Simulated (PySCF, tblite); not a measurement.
# C6H14ClFSi: geometry, infrared bands and NMR shifts

Aim: predict the infrared bands and NMR shifts of C6H14ClFSi (`C[SiH2][C@@H](Cl)[C@H](C)[C@@H](C)F`).

Computed with tblite 0.8.0 and PySCF 2.14.0, with density-fitted response routines of our own, on a single molecule in the gas phase. Atoms are numbered from 0 throughout.

## 1. Starting geometry

23 atoms, charge 0, multiplicity 1; geometry from: force field or distance geometry start.

Bonds of the start (Å): C0–Si1 1.87, Si1–C2 1.88, C2–Cl3 1.79, C2–C4 1.56, C4–C5 1.54, C4–C6 1.54, C6–C7 1.51, C6–F8 1.37, C0–H9 1.10, C0–H10 1.09, C0–H11 1.09, Si1–H12 1.47, Si1–H13 1.48, C2–H14 1.08, C4–H15 1.09, C5–H16 1.10, C5–H17 1.10, C5–H18 1.09, C6–H19 1.10, C7–H20 1.10, C7–H21 1.10, C7–H22 1.10.

## 2. Relaxing the molecule with GFN2-xTB

Job settings and geometry (Å):

```
{"job": {"kind": "relax", "xc": "GFN2-xTB", "basis": "xTB"}, "charge": 0, "multiplicity": 1}
C      3.745600    -0.417200     0.501200
Si     2.229100     0.435000    -0.182600
C      0.643000    -0.369200     0.426600
Cl     0.593000    -0.206400     2.205800
C     -0.686200     0.126000    -0.228400
C     -1.102600     1.546600     0.178800
C     -1.814500    -0.885200     0.024500
C     -3.120600    -0.554500    -0.662500
F     -1.398400    -2.102500    -0.454000
H      3.779000    -0.337200     1.596800
H      4.647700     0.030300     0.096200
H      3.737500    -1.480400     0.243400
H      2.268200     0.363400    -1.647400
H      2.266400     1.873200     0.180800
H      0.745800    -1.428100     0.226600
H     -0.520300     0.142000    -1.310000
H     -0.269000     2.259600     0.091200
H     -1.460800     1.573000     1.214200
H     -1.902600     1.924100    -0.454800
H     -1.991800    -1.011800     1.106800
H     -3.830500    -1.387000    -0.550900
H     -2.973300    -0.411600    -1.739500
H     -3.589500     0.344900    -0.239100
```

On the command line:

```sh
$ OMP_NUM_THREADS=1 python probes_run.py task.json out
```

This one command runs all jobs of the session in turn.

**Question.** This job is followed by: GFN2-xTB harmonic vibrations, gas phase; GIAO PBE0/pcSseg-1 NMR shielding, non-relativistic, gas phase. Predict these results of the whole session: strongest single infrared mode (GFN2-xTB); zero-point energy (GFN2-xTB); 13C shifts against TMS (PBE0/pcSseg-1); 1H shifts against TMS (PBE0/pcSseg-1, means over atoms taken as alike); 29Si shifts against TMS (PBE0/pcSseg-1); 35Cl shifts against HCl (PBE0/pcSseg-1); 19F shifts against CFCl3 (PBE0/pcSseg-1); surface potential, 1st and 99th percentile.

As calculated:

| quantity | value |
| --- | --- |
| strongest single infrared mode (GFN2-xTB) | 2223 cm⁻¹, 383 km/mol |
| zero-point energy (GFN2-xTB) | 115.6 kcal/mol |
| 13C shifts against TMS (PBE0/pcSseg-1) | 92.3, 53.6, 48.1, 21.5, 13.7, -8.0 ppm |
| 1H shifts against TMS (PBE0/pcSseg-1, means over atoms taken as alike) | 4.98, 4.29, 4.24, 4.07, 1.76, 1.36, 0.97, 0.36 ppm |
| 29Si shifts against TMS (PBE0/pcSseg-1) | -34.3 ppm |
| 35Cl shifts against HCl (PBE0/pcSseg-1) | 47 ppm |
| 19F shifts against CFCl3 (PBE0/pcSseg-1) | -207.9 ppm |
| surface potential, 1st and 99th percentile | -1.04 V and 0.94 V |

In words: Relaxing lowered the energy by 0.129 eV in 92 steps; the close pair that moved most is Si1–C2, from 1.880 to 1.919 Å. All 63 modes are real, so the xTB geometry is a minimum. The strongest single mode, at 2223 cm⁻¹, moves mainly H12. Unscaled tight-binding wavenumbers are off by several per cent, some by more. Its intensities can rank the bands wrongly. The most deshielded carbon is C6 (sp3 CH bonded to F), at 92.3 ppm: deshielded by the electronegative neighbour. The most deshielded hydrogen is H19 (hydrogen on an sp3 CH bonded to F), at 4.98 ppm: its carbon carries F, an electronegative neighbour. At PBE0/pcSseg-1: The widest tensor belongs to Cl3: span 242 ppm, with a paramagnetic part of -247 ppm.
